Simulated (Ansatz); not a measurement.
**SrRe4Rh6: relaxing cell and atoms at 20 GPa**

Aim: in SrRe4Rh6, a borrowed structure type, volume estimated, relax cell and atoms at 20 GPa, then read levels, charges and fields where it ends.

Computed, not measured: Ansatz 0.2.0, DFT, PBE, no spin polarisation, plane waves, PAW.

## 1. Geometry

It takes space group P-6m2 (No. 187, hexagonal). The conventional cell has a = 6.800 Å, b = 6.800 Å, c = 3.604 Å, α = 90.00°, β = 90.00°, γ = 120.00°. Around Sr (site symmetry -6m2) lie 6 Re at 2.88 Å and 6 Rh at 2.99 Å. Around Re (site symmetry mm2) lie 6 Rh at 2.32 to 2.42 Å. Around Rh (site symmetry mm2) lie 5 Re at 2.37 to 2.42 Å and 6 Rh at 2.69 to 2.76 Å. Re (site symmetry -6m2) is surrounded by 9 Rh at 2.37 Å. Rh (site symmetry mm2) has 4 Re at 2.32 to 2.37 Å as nearest neighbours.

Coordinates:

```cif
data_structure
_symmetry_space_group_name_H-M 'P 1'
_symmetry_Int_Tables_number 1
_cell_length_a 6.7998
_cell_length_b 6.7998
_cell_length_c 3.6035
_cell_angle_alpha 90.000
_cell_angle_beta 90.000
_cell_angle_gamma 120.000
_cell_volume 144.29
loop_
_atom_site_label
_atom_site_type_symbol
_atom_site_fract_x
_atom_site_fract_y
_atom_site_fract_z
_atom_site_occupancy
Sr1 Sr 0.00000 0.00000 0.00000 1
Re1 Re 0.80950 0.19050 0.50000 1
Re2 Re 0.38100 0.19050 0.50000 1
Re3 Re 0.80950 0.61900 0.50000 1
Rh1 Rh 0.53470 0.46530 0.00000 1
Rh2 Rh 0.93060 0.46530 0.00000 1
Rh3 Rh 0.53470 0.06940 0.00000 1
Re4 Re 0.33330 0.66670 0.00000 1
Rh4 Rh 0.20220 0.79780 0.50000 1
Rh5 Rh 0.59560 0.79780 0.50000 1
Rh6 Rh 0.20220 0.40440 0.50000 1
```

The first density is read from a saved solution for the starting cell.

## 2. The relaxation

The input, input.yaml:

```yaml
crystal:
  lattice:
    - [6.799818, 0.0, 0.0]
    - [-3.399909, 5.888818, 0.0]
    - [0.0, 0.0, 3.603508]
  atoms:
    - { symbol: Sr, position: [0.0, 0.0, 0.0] }
    - { symbol: Re, position: [0.8095, 0.1905, 0.5] }
    - { symbol: Re, position: [0.381, 0.1905, 0.5] }
    - { symbol: Re, position: [0.8095, 0.619, 0.5] }
    - { symbol: Rh, position: [0.5347, 0.4653, 0.0] }
    - { symbol: Rh, position: [0.9306, 0.4653, 0.0] }
    - { symbol: Rh, position: [0.5347, 0.0694, 0.0] }
    - { symbol: Re, position: [0.3333, 0.6667, 0.0] }
    - { symbol: Rh, position: [0.2022, 0.7978, 0.5] }
    - { symbol: Rh, position: [0.5956, 0.7978, 0.5] }
    - { symbol: Rh, position: [0.2022, 0.4044, 0.5] }
  symmetry: { tolerance: 0.0003 }
kpoints:
  mp_grid: { grid: [6, 6, 8], shift: [0, 0, 0] }
magnetization:
  spin_polarized: false
scf:
  occupations: { method: gaussian, width: 0.0142 }
  lower_state_search: "off"
hamiltonian:
  pseudopotentials: { kind: paw }
  xc: pbe
basis:
  ecutwfc: 420
  fft_grid_basis: typed
relax:
  max_steps: 80
  cell: { p_target: 20.0 }
output:
  forces: true
  stress: true
  eigenvalues: true
  populations: true
  elf: true
  write_potential: true
  volumetric_format: npy
  dos:
    e_range: [-12, 8]
    de: 0.05
    projected: { site_lists: { Re: [Re], Rh: [Rh], Sr: [Sr] } }
  write_density: true
  bader: false
checkpoint:
  read: saved_state
```

Run with:

```console
> ansatz run input.yaml --threads 2 --pin off --max-ram 2560MiB --backend cpu --events-out ev --progress --plain --runs-dir out
```

The log of the run (excerpt; [...] marks lines left out):

```text
Warning: the atoms were moved onto the symmetric positions of the space group found under crystal.symmetry.tolerance 3.0e-4 (fractional; no operation is sought that the atoms, as they stand in a round, miss by more than twice it, and no atom is moved by as much as it), and the run uses [...]
Warning: checkpoint.read: basis.xc_grid differs: saved 1, current 2 (points along each axis for each point of the dense box; where the key is left out runs that use forces, runs that use the stress, dielectric runs by a finite field, finite-displacement phonons, runs of [...]
Warning: RAYON_NUM_THREADS=2 ignored (pool sized by the plan → 2); use --threads N
[...]
Pseudopotentials: kind: paw
Pseudopotential: Sr, paw, valence charge 10, recommended cutoff 420 eV (normal), Sr.paw.azcp
Pseudopotential: Re, paw, valence charge 15, recommended cutoff 420 eV (normal), Re.paw.azcp
Pseudopotential: Rh, paw, valence charge 17, recommended cutoff 420 eV (normal), Rh.paw.azcp
Functional definition: PBE
[...]
Crystal: 11 atoms, lattice volume = 144.295 Å³
Basis set: ecut = 420 eV, 2797 PW (Γ), exchange–correlation on 96×96×50 points (8 copies of the dense FFT grid, shifted against one another)
Bands: 104, of which v1, the nominal top of the filled ones, is band 86 counted from 1 (85 counted from 0)
Symmetry: 12 space group operations
Space group: P-6m2 (ITA 187), of the structure as read, at distance tolerance 1.6e-3 Å
k-points: 35 of 288 (time reversal used)
[...]
SCF iter   1: F=—  HF=-85419.040189 eV  |F-HF|=—  |Δ(HF+E_count)|=         —  Δρ=4.49e-3  dr2=1.53e-2  ethr=6.71e-6  ⟨swp⟩=3.8  Hψ=21598  notcnv=0
[...]
relax step   1: F+E_penalty+E_count = -85419.04070403 eV  Δ(F+E_penalty+E_count) = +0.000e0 eV  max|allowed force component| = 2.699e0 eV/Å  Δτ_max = 0.0000 Å  P = +98.247 GPa  Ω = 144.295 Å³  (6 SCF iters, dr2 threshold 1.00e-7 eV, accepted)
[...]
relax step   5: F+E_penalty+E_count = -85430.26015560 eV  Δ(F+E_penalty+E_count) = -6.576e-2 eV  max|allowed force component| = 1.124e-1 eV/Å  Δτ_max = 0.0051 Å  P = +19.549 GPa  Ω = 174.090 Å³  energy of the carried Pulay correction = -3.058e-2 eV  (6 SCF iters, dr2 threshold 1.10e-6 eV, accepted)
relax step   6: F+E_penalty+E_count = -85430.28178718 eV  Δ(F+E_penalty+E_count) = -2.163e-2 eV  max|allowed force component| = 1.808e-1 eV/Å  Δτ_max = 0.0094 Å  P = +19.612 GPa  Ω = 174.232 Å³  energy of the carried Pulay correction = -3.071e-2 eV  (6 SCF iters, dr2 threshold 1.10e-6 eV, accepted)
```

## 3. The log goes on

Output, continued:

```text
relax step   7: F+E_penalty+E_count = -85430.24786149 eV  Δ(F+E_penalty+E_count) = +3.393e-2 eV  max|allowed force component| = 3.958e-2 eV/Å  Δτ_max = 0.0100 Å  P = +19.818 GPa  Ω = 173.912 Å³  energy of the carried Pulay correction = -3.041e-2 eV  (6 SCF iters, dr2 threshold 1.10e-6 eV, accepted)
relax step   8: F+E_penalty+E_count = -85430.22520410 eV  Δ(F+E_penalty+E_count) = +2.266e-2 eV  max|allowed force component| = 3.505e-2 eV/Å  Δτ_max = 0.0039 Å  P = +20.113 GPa  Ω = 173.726 Å³  energy of the carried Pulay correction = -3.024e-2 eV  (6 SCF iters, dr2 threshold 1.63e-7 eV, accepted)
relax step   9: F+E_penalty+E_count = -85430.23295080 eV  Δ(F+E_penalty+E_count) = -7.747e-3 eV  max|allowed force component| = 5.111e-3 eV/Å  Δτ_max = 0.0013 Å  P = +19.982 GPa  Ω = 173.787 Å³  energy of the carried Pulay correction = -3.029e-2 eV  (6 SCF iters, dr2 threshold 7.68e-8 eV, accepted)
relax step  10: F+E_penalty+E_count = -85430.30132158 eV  Δ(F+E_penalty+E_count) = -6.837e-2 eV  max|allowed force component| = 5.499e-3 eV/Å  Δτ_max = 0.0000 Å  P = +20.536 GPa  Ω = 173.787 Å³  stress off target by 1.31e0 GPa  SCF on the basis re-selected at this cell (its energy is not comparable with the rows above)  (7 SCF iters)
relax step  11: F+E_penalty+E_count = -85430.36687918 eV  Δ(F+E_penalty+E_count) = -6.556e-2 eV  max|allowed force component| = 4.016e-2 eV/Å  Δτ_max = 0.0046 Å  P = +19.761 GPa  Ω = 174.279 Å³  energy of the carried Pulay correction = -3.782e-4 eV  (6 SCF iters, dr2 threshold 1.10e-6 eV, accepted)
relax step  12: F+E_penalty+E_count = -85430.34800775 eV  Δ(F+E_penalty+E_count) = +1.887e-2 eV  max|allowed force component| = 1.681e-2 eV/Å  Δτ_max = 0.0013 Å  P = +20.112 GPa  Ω = 174.123 Å³  energy of the carried Pulay correction = -2.494e-4 eV  (6 SCF iters, dr2 threshold 2.94e-7 eV, accepted)
relax step  13: F+E_penalty+E_count = -85430.35932548 eV  Δ(F+E_penalty+E_count) = -1.132e-2 eV  max|allowed force component| = 6.911e-3 eV/Å  Δτ_max = 0.0006 Å  P = +19.965 GPa  Ω = 174.214 Å³  energy of the carried Pulay correction = -3.217e-4 eV  (6 SCF iters, dr2 threshold 3.67e-8 eV, accepted)
iter 1 solved again at ethr=1.28e-6 eV; its pass at ethr=3.10e-3 eV (dr2=2.21e-3 eV) is discarded
SCF iter   1: F=—  HF=-85430.359542 eV  |F-HF|=—  |Δ(HF+E_count)|=         —  Δρ=8.69e-5  dr2=4.53e-7  ethr=1.28e-6  ⟨swp⟩=3.3  Hψ=23214  notcnv=0
eigensolver tolerance schedule: the retry pair's looser diagonalisation over-reported the residual by 4869.21 of it (diagonalisation noise at an unbounded share of the residual, at the tolerance the schedule requests for it); recorded, not acted on — ethr = c·dr2/N_el stays at c = 1.0e-1
preconditioner: auto → Kerker (q_TF=auto, 2.722 Å⁻¹)  [metal: Δε(μ)=0.004 eV  Ē_g=6.279 eV  σ=0.014 eV  W_gap=0.17  n_scr=56 (ndim 8)  ℏωp=26.7 eV  f_vac=0.000  D(μ)=12.00/eV (n_scr^D=124)]
SCF iter   2: F=—  HF=-85430.359600 eV  |F-HF|=—  |Δ(HF+E_count)|=   5.77e-5  Δρ=4.40e-5  dr2=1.08e-7  ethr=2.63e-10  ⟨swp⟩=4.0  Hψ=9219  notcnv=0
SCF iter   3: F=—  HF=-85430.359610 eV  |F-HF|=—  |Δ(HF+E_count)|=   1.08e-5  Δρ=3.07e-6  dr2=1.78e-9  ethr=6.30e-11  ⟨swp⟩=2.1  Hψ=5163  notcnv=0
SCF iter   4: F=—  HF=-85430.359610 eV  |F-HF|=—  |Δ(HF+E_count)|=   4.21e-8  Δρ=5.60e-7  dr2=1.92e-10  ethr=1.03e-12  ⟨swp⟩=2.6  Hψ=6267  notcnv=0
iter 5 did not close the SCF: its close was put off for the readings that it lacked (scf_convergence_deferred on its scf_iter line)
SCF iter   5: F=-85430.359610 eV  HF=-85430.359610 eV  |F-HF|=1.46e-11  |Δ(HF+E_count)|=  5.68e-10  Δρ=8.73e-8  dr2=1.39e-11  ethr=1.00e-12  ⟨swp⟩=1.0  Hψ=3640  notcnv=0
iter 6 did not close the SCF: its close was put off for the readings that it lacked (scf_convergence_deferred on its scf_iter line)
SCF iter   6: F=-85430.359610 eV  HF=-85430.359610 eV  |F-HF|=1.46e-11  |Δ(HF+E_count)|=    0.00e0  Δρ=3.08e-8  dr2=2.44e-12  ethr=1.00e-12  ⟨swp⟩=1.0  Hψ=3640  notcnv=0
iter 7 did not close the SCF: its close was put off for the readings that it lacked (scf_convergence_deferred on its scf_iter line)
SCF iter   7: F=-85430.359610 eV  HF=-85430.359610 eV  |F-HF|=0.00e0  |Δ(HF+E_count)|=    0.00e0  Δρ=1.29e-8  dr2=3.16e-13  ethr=1.00e-12  ⟨swp⟩=1.0  Hψ=3640  notcnv=0
iter 8 did not close the SCF: its close was put off for the readings that it lacked (scf_convergence_deferred on its scf_iter line)
SCF iter   8: F=-85430.359610 eV  HF=-85430.359610 eV  |F-HF|=1.46e-11  |Δ(HF+E_count)|=    0.00e0  Δρ=3.38e-9  dr2=4.74e-14  ethr=1.00e-12  ⟨swp⟩=1.0  Hψ=3640  notcnv=0
SCF iter   9: F=-85430.359610 eV  HF=-85430.359610 eV  |F-HF|=1.46e-11  |Δ(HF+E_count)|=    0.00e0  Δρ=1.79e-9  dr2=3.29e-15  ethr=1.00e-12  ⟨swp⟩=3.0  Hψ=10933  notcnv=0
SCF 14 converged in 9 iterations: F = -85430.359610 eV  dr2 = 3.29e-15
relax step  14: F+E_penalty+E_count = -85430.35961038 eV  Δ(F+E_penalty+E_count) = -2.849e-4 eV  max|allowed force component| = 6.971e-3 eV/Å  Δτ_max = 0.0000 Å  P = +19.962 GPa  Ω = 174.214 Å³  stress off target by 4.26e-2 GPa  SCF on the basis re-selected at this cell (its energy is not comparable with the rows above)  (9 SCF iters)
basis re-selected at this cell: Δ(F+E_penalty+E_count) = -2.849e-4 eV, ΔP = -0.003 GPa vs the last step (what re-selecting the basis moved, of the pressure what is left beyond the Pulay correction that the steps carried, after the strain that the cell walked since its last selection, with what the two solves' SCF thresholds leave and, on support functions, any second-order correction that the steps lacked; it is no measure of the basis error at this ecutwfc). This SCF's stress stands 4.26e-2 GPa from its target on what of the cell is left free (relax.cell.stress_tol is 5.00e-2 GPa) and its largest allowed force component is 6.97e-3 eV/Å (relax.f_tol is 1.00e-2 eV/Å): within both
SCF converged after 9 iterations
Free energy (F): -85430.359610 eV
Harris-Foulkes:  -85430.359610 eV  (|F-HF|=1.46e-11)
Internal energy: -85430.358400 eV  (E = F + TS)
E sigma→0 (E₀):  -85430.359005 eV
Entropy (-TS):   -0.001210 eV (-0.110 meV/atom)
Fermi energy:    20.670610 eV
--- Per-component energies (eV) ---
  E_band       = -1215.782388
  E_kinetic    = 5874.220691
  E_local      = -16903.571584  (includes V_loc(G=0)·N_el)
  E_nonlocal   = 2532.667525
  E_hartree    = 6293.444530
  E_xc         = -3126.686002
  E_vxc        = -3057.913643  (∫ρ·V_xc dr)
  E_paw        = -58856.664334  (= ΣΔE_a)
  E_vpaw       = -2248.079256  (= ΣTr[D̂ρ^β])
  E_aug_tail   = 0.004819  (compensation charges beyond the density's cutoff)
  E_ewald      = -21243.774045
  E_smearing   = -0.001210  (= −TS)
  E_closure    = 0.000000  (closes the sum)
  Σ components = -85430.359610   (vs F -85430.359610, Δ=0.00e0)
--- Forces (eV/Å), atoms counted from 1 ---
  atom   1  Sr     0.00000000     0.00000000     0.00000000
  atom   2  Re     0.00084224    -0.00048627    -0.00000000
  atom   3  Re    -0.00084224    -0.00048627     0.00000000
  atom   4  Re     0.00000000     0.00097254    -0.00000000
  atom   5  Rh     0.00128721    -0.00074317     0.00000000
  atom   6  Rh    -0.00128721    -0.00074317    -0.00000000
  atom   7  Rh     0.00000000     0.00148634     0.00000000
  atom   8  Re     0.00000000     0.00000000    -0.00000000
  atom   9  Rh     0.00603726    -0.00348561     0.00000000
  atom  10  Rh    -0.00603726    -0.00348561    -0.00000000
  atom  11  Rh     0.00000000     0.00697123     0.00000000
  max |Σ_I F_I| component: 7.29e-17 eV/Å
--- Stress (GPa, compression-positive) ---
       19.964613      -0.000000       0.000000
       -0.000000      19.964613      -0.000000
        0.000000      -0.000000      19.957390
  P = ⅓ Tr σ = 19.9622 GPa (199.622 kbar)
--- Band table (eV; the first three rows and the last of 35) ---
  k-point 0: bands = ["-60.1363", "-59.8137", "-59.7397", "-59.7397", "-58.4056", "-58.4035", "-58.4035", "-58.2761", "-58.2624", "-58.2624", "-26.5892", "-26.5637", "-26.5637", "-26.4408", "-26.3782", "-26.3782", "-26.3184", "-26.3184", "-26.2945", "-26.2621", "-26.1623", "-26.1382", "-26.1382", "-26.1340", "-26.1340", "-26.1010", "-26.1010", "-26.0768", "-22.2023", "-22.0178", "-22.0147", "-22.0147", "-21.8831", "-21.8831", "-21.6918", "-21.6283", "-21.6283", "-21.4396", "-21.3787", "-21.3787", "-13.4977", "4.2814", "4.2814", "4.3882", "11.9731", "13.8689", "14.5242", "14.9441", "14.9441", "15.0172", "15.0186", "15.0186", "15.0894", "15.0894", "15.1160", "15.4466", "15.9962", "16.1234", "16.1234", "16.4866", "16.4866", "16.4977", "16.4977", "16.7809", "17.0376", "17.0376", "17.2974", "17.3559", "17.3559", "17.6407", "17.8317", "17.8317", "17.9929", "17.9929", "18.2017", "18.2017", "18.2852", "18.8211", "18.9353", "18.9353", "19.5529", "19.5944", "19.5944", "19.9774", "20.2810", "20.9472", "20.9472", "21.1994", "21.1994", "21.6171", "21.6171", "22.0997", "22.0997", "22.2469", "22.6773", "22.6773", "22.7003", "22.8936", "22.8936", "22.9149", "23.3251", "23.6877", "25.8784", "26.7000"]
  k-point 1: bands = ["-60.1361", "-59.8133", "-59.7396", "-59.7396", "-58.4060", "-58.4035", "-58.4035", "-58.2765", "-58.2624", "-58.2624", "-26.5916", "-26.5635", "-26.5635", "-26.4343", "-26.3928", "-26.3928", "-26.3061", "-26.3061", "-26.2914", "-26.2646", "-26.1606", "-26.1582", "-26.1582", "-26.1170", "-26.1170", "-26.1005", "-26.1005", "-26.0792", "-22.2021", "-22.0185", "-22.0131", "-22.0131", "-21.8801", "-21.8801", "-21.6979", "-21.6266", "-21.6266", "-21.4411", "-21.3786", "-21.3786", "-13.4963", "4.2853", "4.2853", "4.3539", "12.1514", "13.9404", "14.6290", "14.7840", "14.9633", "14.9633", "14.9976", "14.9976", "15.1350", "15.1350", "15.2757", "15.5835", "16.0259", "16.0754", "16.0754", "16.2948", "16.2948", "16.6283", "16.6283", "16.6832", "17.1253", "17.1253", "17.3068", "17.3068", "17.4814", "17.6364", "17.8057", "17.8057", "18.1345", "18.1345", "18.2742", "18.3751", "18.3751", "18.6512", "18.8844", "18.8844", "19.6815", "19.7836", "19.7836", "19.7986", "20.6660", "20.7703", "20.7703", "21.0245", "21.0245", "21.5322", "21.5322", "21.8890", "22.0881", "22.0881", "22.4255", "22.6695", "22.6695", "22.7183", "22.7726", "22.9328", "22.9328", "23.7931", "26.0509", "26.3471"]
  k-point 2: bands = ["-60.1355", "-59.8122", "-59.7392", "-59.7392", "-58.4072", "-58.4037", "-58.4037", "-58.2772", "-58.2625", "-58.2625", "-26.5972", "-26.5632", "-26.5632", "-26.4180", "-26.4179", "-26.4179", "-26.2865", "-26.2865", "-26.2837", "-26.2698", "-26.1782", "-26.1782", "-26.1579", "-26.1047", "-26.1047", "-26.0992", "-26.0992", "-26.0852", "-22.2014", "-22.0199", "-22.0093", "-22.0093", "-21.8726", "-21.8726", "-21.7126", "-21.6227", "-21.6227", "-21.4449", "-21.3784", "-21.3784", "-13.4928", "4.2730", "4.2949", "4.2949", "12.6404", "14.1039", "14.5356", "14.8331", "14.8331", "14.9091", "15.0383", "15.0383", "15.3223", "15.3223", "15.4134", "15.8854", "15.9703", "15.9703", "15.9738", "16.3940", "16.3940", "16.4719", "16.4719", "16.8549", "17.0867", "17.0867", "17.5420", "17.5420", "17.5554", "17.6149", "17.8498", "17.8498", "18.0732", "18.0732", "18.2594", "18.3955", "18.8205", "18.8205", "18.9395", "18.9395", "19.6927", "19.8171", "19.9392", "19.9392", "20.3716", "20.3716", "20.7546", "20.9617", "20.9617", "21.0593", "21.3138", "21.3138", "21.9968", "22.1761", "22.1761", "22.2036", "22.5513", "22.5513", "22.5644", "23.0334", "23.0334", "23.8109", "25.5851", "25.5851"]
  k-point 34: bands = ["-60.1347", "-59.8093", "-59.7402", "-59.7388", "-58.4143", "-58.4040", "-58.3986", "-58.2800", "-58.2627", "-58.2610", "-26.6606", "-26.5577", "-26.5040", "-26.4686", "-26.4309", "-26.3916", "-26.2822", "-26.2803", "-26.2601", "-26.2532", "-26.2127", "-26.1839", "-26.1593", "-26.1417", "-26.0977", "-26.0964", "-26.0880", "-26.0617", "-22.1924", "-22.0245", "-22.0083", "-22.0022", "-21.8495", "-21.8345", "-21.7311", "-21.6189", "-21.6183", "-21.4782", "-21.3906", "-21.3816", "-13.4878", "4.1682", "4.3021", "4.3039", "14.0844", "14.4142", "14.4770", "14.6743", "14.7413", "14.7891", "15.2178", "15.3793", "15.5431", "15.5908", "15.6104", "15.7108", "16.0136", "16.1265", "16.1934", "16.3600", "16.6429", "16.7041", "16.7092", "16.7786", "16.7932", "16.8221", "17.0464", "17.3193", "17.5197", "17.5949", "17.6347", "17.6878", "17.8505", "17.9471", "18.2834", "18.4650", "18.5837", "18.8152", "18.8514", "19.1300", "19.6054", "19.6448", "19.6452", "20.0899", "20.4065", "20.4686", "20.7032", "20.9995", "21.0142", "21.0893", "21.3873", "21.3992", "21.7727", "21.8506", "21.8742", "21.9016", "21.9034", "22.4726", "22.6117", "22.9340", "23.7991", "23.7994", "24.0982", "24.6717"]
--- Relaxed structure (12 steps of the walk, 12 accepted, 2 SCFs on fresh bases) ---
  F+E_penalty+E_count = -85430.35961038 eV   max|allowed force component| = 6.971e-3 eV/Å   (the final SCF, on the basis selected at the relaxed cell)
  cell:  # Å, volume = 174.2141 Å³
    - [6.9992999523792925, 4.9936439321977315e-33, 0.0]
    - [-3.4996499761896462, 6.061571567467679, 0.0]
    - [0.0, 0.0, 4.106232377956176]
  atoms:
    - { symbol: Sr, position: [-2.9679800928789424e-17, -1.2566781770791486e-18, 0.0] }
    - { symbol: Re, position: [0.7889259735300922, 0.21107402646990805, 0.5] }
    - { symbol: Re, position: [0.42214805293981594, 0.21107402646990805, 0.5] }
    - { symbol: Re, position: [0.7889259735300918, 0.5778519470601837, 0.5] }
    - { symbol: Rh, position: [0.5280634857009935, 0.47193651429900624, 0.0] }
    - { symbol: Rh, position: [0.9438730285980129, 0.47193651429900624, 0.0] }
    - { symbol: Rh, position: [0.5280634857009935, 0.05612697140198711, 0.0] }
    - { symbol: Re, position: [0.3333333333333333, 0.6666666666666667, 0.0] }
    - { symbol: Rh, position: [0.19999325913434304, 0.8000067408656569, 0.5] }
    - { symbol: Rh, position: [0.6000134817313136, 0.8000067408656569, 0.5] }
    - { symbol: Rh, position: [0.19999325913434296, 0.3999865182686859, 0.5] }
--- Löwdin populations: 11 sites ---
  site symbol       q [e]
     0     Sr      8.6781
     1     Re     14.8685
     2     Re     14.8685
     3     Re     14.8685
     4     Rh     17.0066
     5     Rh     17.0066
     6     Rh     17.0066
     7     Re     14.6819
     8     Rh     17.1537
     9     Rh     17.1537
    10     Rh     17.1537
  spilling = 0.009034 (of n_electrons = 172.000000)
```

It took 7 min on 2 threads of Intel Xeon Platinum 8375C at 2.90GHz (Ice Lake), shared host; peak memory 0.84 GiB.

Relaxation path:

| step | energy from step 1 (eV/cell) | largest force component (eV/Å) | pressure (GPa) | volume (Å³) |
| --- | --- | --- | --- | --- |
| 1 | 0.0000 | 2.6987 | 98.25 | 144.29 |
| 2 | -8.7154 | 2.2197 | 35.35 | 164.51 |
| 3 | -10.7222 | 0.8211 | 24.75 | 170.93 |
| 4 | -11.1537 | 0.2982 | 20.12 | 173.67 |
| 5 | -11.2195 | 0.1124 | 19.55 | 174.09 |
| 6 | -11.2411 | 0.1808 | 19.61 | 174.23 |
| 7 | -11.2072 | 0.0396 | 19.82 | 173.91 |
| 8 | -11.1845 | 0.0351 | 20.11 | 173.73 |
| 9 | -11.1922 | 0.0051 | 19.98 | 173.79 |
| 10 | -11.2606 | 0.0055 | 20.54 | 173.79 |
| 11 | -11.3262 | 0.0402 | 19.76 | 174.28 |
| 12 | -11.3073 | 0.0168 | 20.11 | 174.12 |
| 13 | -11.3186 | 0.0069 | 19.97 | 174.21 |
| 14 | -11.3189 | 0.0070 | 19.96 | 174.21 |

Step 1 is the start. Steps 10, 14 repeat the geometry before on a plane-wave basis chosen anew for that cell, so the energy can jump there without any move; the table keeps such jumps.

| input's cell | before | after | change |
| --- | --- | --- | --- |
| a (Å) | 6.800 | 6.999 | +2.9 % |
| b (Å) | 6.800 | 6.999 | +2.9 % |
| c (Å) | 3.604 | 4.106 | +14.0 % |
| volume (Å³/atom) | 13.12 | 15.84 | +20.7 % |

The largest move, 0.25 Å, apart from the change of the cell, is shared by several atoms, Re2 among them.

At a target of 20 GPa the walk lowers the enthalpy E + PV, so the energy alone may rise.

## 4. Total and projected density of states

States per cell by energy window, from dos.tsv and pdos.tsv (tetrahedra; eV from the Fermi level):

| from | to | total | Re s | Re d | Rh s | Rh d |
| --- | --- | --- | --- | --- | --- | --- |
| -8.0 | -7.0 | 1.18 | 0.52 | 0.05 | 0.44 | 0.11 |
| -7.0 | -6.0 | 6.78 | 1.04 | 1.84 | 0.87 | 2.89 |
| -6.0 | -5.0 | 12.41 | 0.65 | 4.34 | 0.64 | 6.56 |
| -5.0 | -4.0 | 15.85 | 0.44 | 5.39 | 0.62 | 9.01 |
| -4.0 | -3.0 | 15.12 | 0.27 | 3.44 | 0.49 | 10.46 |
| -3.0 | -2.0 | 14.15 | 0.31 | 2.29 | 0.53 | 10.48 |
| -2.0 | -1.0 | 8.68 | 0.21 | 1.99 | 0.63 | 5.37 |
| -1.0 | 0.0 | 9.34 | 0.19 | 3.90 | 0.47 | 4.14 |
| 0.0 | 1.0 | 12.89 | 0.18 | 6.87 | 0.55 | 4.59 |
| 1.0 | 2.0 | 9.12 | 0.37 | 4.68 | 0.39 | 3.07 |

The bands computed are complete only to about 3.1 eV above the Fermi level.

(Part 1 of 2 ends here.)
